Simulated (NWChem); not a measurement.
# CH5FNSi− (SMILES CN[SiH-]F) at 5 levels

Wanted: a comparison of 5 runs (HF/STO-3G, HF/3-21G, B3LYP/6-31G*, MP2/6-31G*) of CH5FNSi−. 

The results are computed with NWChem 7.3.0.

### 1 The system as given

The species is CH5FNSi− (9 atoms), meant as a singlet with charge -1. SMILES: `CN[SiH-]F`. The shape is that of a GFN2-xTB optimisation. This is one conformer, not always the lowest.

Bond lengths: C1–N2 1.414 Å, N2–Si3 1.808 Å, Si3–F4 1.717 Å, C1–H5 1.116 Å, C1–H6 1.093 Å, C1–H7 1.105 Å, N2–H8 1.015 Å, Si3–H9 1.523 Å. Some angles: C1–N2–Si3 112.4°, N2–Si3–F4 95.9°, C1–N2–H8 110.7°, Si3–N2–H8 112.2°, N2–C1–H5 114.8°, N2–C1–H6 108.2°, N2–C1–H7 112.4°, N2–Si3–H9 96.3°, F4–Si3–H9 95.8°, H5–C1–H6 106.4°.

### 2 Energy and gradient at HF/STO-3G (run 1)

a.nw reads:

```
start a
title "CH5FNSi hf"
memory stack 880 mb heap 220 mb global 1100 mb
charge -1
geometry units angstroms noautosym nocenter noautoz
   C      0.032980     1.161980     0.208200
   N     -0.047390    -0.207380     0.550180
   Si    -0.340060    -1.261200    -0.889570
   F     -0.217220    -2.751300    -0.044870
   H     -0.912720     1.602510    -0.188400
   H      0.780400     1.273450    -0.582100
   H      0.344700     1.790780     1.061600
   H     -0.736500    -0.355250     1.280750
   H      1.095820    -1.253590    -1.395790
end
basis "ao basis" spherical bse
   C library STO-3G
   N library STO-3G
   Si library STO-3G
   F library STO-3G
   H library STO-3G
end
scf
   thresh 1e-08
   maxiter 80
   print low
end
task scf gradient
```

Launch:

```console
$ nwchem a.nw > a.out
```

Log:

```text
[...]
  functions       =    29
[...]
  wavefunction    = RHF
[...]
         Total SCF energy =   -477.518792497373
      One-electron energy =  -1007.413836835938
      Two-electron energy =    364.265124327830
 Nuclear repulsion energy =    165.629920010735
        Time for solution =      1.2s
[...]
                         RHF ENERGY GRADIENTS
    atom               coordinates                        gradient
                 x          y          z           x          y          z
   1 C       0.062323   2.195824   0.393441    0.010979  -0.047961   0.001704
   2 N      -0.089554  -0.391891   1.039689   -0.027766   0.043761  -0.015875
   3 Si     -0.642620  -2.383322  -1.681044    0.002201   0.040721   0.026420
   4 F      -0.410486  -5.199203  -0.084792   -0.001990  -0.021345   0.007686
   5 H      -1.724791   3.028305  -0.356024   -0.011207  -0.000709  -0.003760
   6 H       1.474742   2.406472  -1.100009    0.000647  -0.004790  -0.002412
   7 H       0.651389   3.384084   2.006133    0.001718  -0.000789   0.007859
   8 H      -1.391783  -0.671325   2.420267    0.013153  -0.007139  -0.009664
   9 H       2.070800  -2.368942  -2.637661    0.012264  -0.001748  -0.011958
 Task  times  cpu:        1.7s     wall:        1.7s
[...]
```

Wall time 2.3 s (1 thread of Intel Xeon Platinum 8488C (Sapphire Rapids), shared host); peak memory 0.098 GiB.

### 3 Energy and forces at HF/3-21G (run 2)

ch5fnsi.xyz reads:

```xyz
9

C      0.032980     1.161980     0.208200
N     -0.047390    -0.207380     0.550180
Si    -0.340060    -1.261200    -0.889570
F     -0.217220    -2.751300    -0.044870
H     -0.912720     1.602510    -0.188400
H      0.780400     1.273450    -0.582100
H      0.344700     1.790780     1.061600
H     -0.736500    -0.355250     1.280750
H      1.095820    -1.253590    -1.395790
```

run.py reads:

```python
from ase.io import read
from ase.calculators.nwchem import NWChem

molecule = read('ch5fnsi.xyz')

calc = NWChem(
    label='ch5fnsi',
    theory='scf',
    memory='2200 mb',
    basis='3-21G',
    basispar='spherical bse',
    charge=-1,
    scf={'nopen': '0', 'rhf': None, 'thresh': '1e-08', 'maxiter': '80'},
)
molecule.calc = calc

forces = molecule.get_forces()
print("Total energy (eV):", round(molecule.get_potential_energy(), 6))
print("forces (eV/A):")
for s, f in zip(molecule.symbols, forces):
    print(f"{s:2s} {f[0]:10.5f} {f[1]:10.5f} {f[2]:10.5f}")
print("dipole (e A):", molecule.get_dipole_moment().round(4))
```

Launch:

```console
$ export ASE_NWCHEM_COMMAND="nwchem PREFIX.nwi > PREFIX.nwo"
$ python run.py
```

Log:

```text
Total energy (eV): -13089.344576
forces (eV/A):
C     0.02273    2.04747   -0.13498
N    -0.59135   -0.78707    1.16116
Si   -0.32324   -1.82497   -0.11534
F    -0.37106    0.27192   -0.26673
H     0.46979   -0.05600    0.11976
H    -0.09117    0.18152    0.20337
H    -0.05096   -0.13575   -0.42403
H     0.30812   -0.04541   -0.03697
H     0.62709    0.34828   -0.50630
dipole (e A): [0.02   1.5152 0.5914]
```

The calculator wrote ch5fnsi.nwi:

```
title "ch5fnsi"

permanent_dir ch5fnsi

scratch_dir ch5fnsi

start ch5fnsi

geometry units angstrom nocenter noautosym noautoz
  C  3.2980000000000002e-02 1.1619800000000000e+00 2.0820000000000000e-01
  N  -4.7390000000000002e-02 -2.0738000000000001e-01 5.5018000000000000e-01
  Si -3.4005999999999997e-01 -1.2612000000000001e+00 -8.8956999999999997e-01
  F  -2.1722000000000000e-01 -2.7513000000000001e+00 -4.4870000000000000e-02
  H  -9.1271999999999998e-01 1.6025100000000001e+00 -1.8840000000000001e-01
  H  7.8039999999999998e-01 1.2734500000000000e+00 -5.8209999999999995e-01
  H  3.4470000000000001e-01 1.7907800000000000e+00 1.0616000000000001e+00
  H  -7.3650000000000004e-01 -3.5525000000000001e-01 1.2807500000000001e+00
  H  1.0958200000000000e+00 -1.2535900000000000e+00 -1.3957900000000001e+00
end

charge -1

memory 2200 mb

basis spherical bse noprint
   * library 3-21G
end

scf
  nopen 0
  rhf
  thresh 1e-08
  maxiter 80
end

task scf gradient
```

ch5fnsi.nwo, cut to the lines that bear on the results:

```text
[...]
      One-electron energy =  -1005.270387664400
[... 1 line left out ...]
 Nuclear repulsion energy =    165.629920010735
[... 39 lines left out ...]
                       ROHF Final Molecular Orbital Analysis
[... 204 lines left out ...]
     1   1 0 0      0.037713      0.000000    -11.863643
[...]
  wavefunction    =   RHF
                         RHF ENERGY GRADIENTS
    atom               coordinates                        gradient
                 x          y          z           x          y          z
   1 C       0.062323   2.195824   0.393441   -0.000442  -0.039817   0.002625
   2 N      -0.089554  -0.391891   1.039689    0.011500   0.015306  -0.022581
   3 Si     -0.642620  -2.383322  -1.681044    0.006286   0.035490   0.002243
[... 5 lines of this table left out ...]
   9 H       2.070800  -2.368942  -2.637661   -0.012195  -0.006773   0.009846
[...]
```

Run time: 3.3 s. Hardware: 1 thread of Intel Xeon Platinum 8488C (Sapphire Rapids), shared host; peak memory 0.098 GiB.

Runs 3 to 4 aren't shown in full; the table further down has their settings and results.

### 4 Energy and gradient at MP2/6-31G(d) (spherical functions) (run 5)

struct.nw reads:

```
echo
start struct
memory 2200 mb
charge -1

geometry noautosym nocenter noautoz
  C      0.032980     1.161980     0.208200
  N     -0.047390    -0.207380     0.550180
  Si    -0.340060    -1.261200    -0.889570
  F     -0.217220    -2.751300    -0.044870
  H     -0.912720     1.602510    -0.188400
  H      0.780400     1.273450    -0.582100
  H      0.344700     1.790780     1.061600
  H     -0.736500    -0.355250     1.280750
  H      1.095820    -1.253590    -1.395790
end

basis spherical bse
  * library 6-31G*
end

scf
  thresh 1e-08
  maxiter 80
end

mp2
  freeze core 8
  tight
end

task mp2 gradient
```

Launch:

```console
$ nwchem struct.nw > struct.out
```

Log:

```text
[...]
  functions       =    70
[...]
  wavefunction    = RHF
[...]
         Total SCF energy =   -483.593183660032
      One-electron energy =  -1008.129642091886
      Two-electron energy =    358.906538421119
 Nuclear repulsion energy =    165.629920010735
        Time for solution =      9.3s
[...]
          Total MP2 energy          -484.140739124527
[...]
                         mp2 ENERGY GRADIENTS
    atom               coordinates                        gradient
                 x          y          z           x          y          z
   1 C       0.062323   2.195824   0.393441    0.006309  -0.022441   0.000931
   2 N      -0.089554  -0.391891   1.039689   -0.008973   0.012285  -0.016808
   3 Si     -0.642620  -2.383322  -1.681044    0.010942   0.024729   0.003933
   4 F      -0.410486  -5.199203  -0.084792    0.004576  -0.003373   0.002531
   5 H      -1.724791   3.028305  -0.356024   -0.003386  -0.001926   0.000222
   6 H       1.474742   2.406472  -1.100009   -0.002946  -0.002860   0.001281
   7 H       0.651389   3.384084   2.006133   -0.000912  -0.000759   0.002152
   8 H      -1.391783  -0.671325   2.420267    0.004039   0.000774   0.000178
   9 H       2.070800  -2.368942  -2.637661   -0.009649  -0.006429   0.005580
[...]
```

Run time: 26 s. Hardware: 1 thread of Intel Xeon Platinum 8488C (Sapphire Rapids), shared host; peak memory 0.18 GiB.

### 5 All runs side by side

```csv
run,level,Cartesian functions,iteration cap,energy (Eh),largest force (eV/Å),wall time
1,HF/STO-3G,no,80,-477.518792,2.787,2.3 s
2,HF/3-21G,no,80,-481.024545,2.052,3.3 s
3,B3LYP/6-31G* (Cartesian functions),yes,100,-485.237451,1.656,33 s
4,B3LYP/6-31G* (spherical functions),no,100,-485.232875,1.637,32 s
5,MP2/6-31G* (spherical functions),no,80,-484.140739,1.405,26 s
```

### 6 Outcome

| quantity | value |
| --- | --- |
| run 5: total energy | -484.14074 Eh |
| run 5: HOMO energy (Hartree–Fock orbitals) | -1.39 eV |
| run 5: LUMO energy (Hartree–Fock orbitals) | 9.43 eV |
| run 5: HOMO–LUMO gap (to an unbound level, set by the basis) | 10.82 eV |
| run 5: correlation energy (8 core orbitals frozen) | -547.6 mEh |
| run 5: largest force on an atom | 1.405 eV/Å |

In words: In run 4 the HOMO lies above zero, so the outermost electron may be held by the basis alone. In run 1 the basis is minimal, so the values are rough. All runs together took 96 s, the longest 33 s.
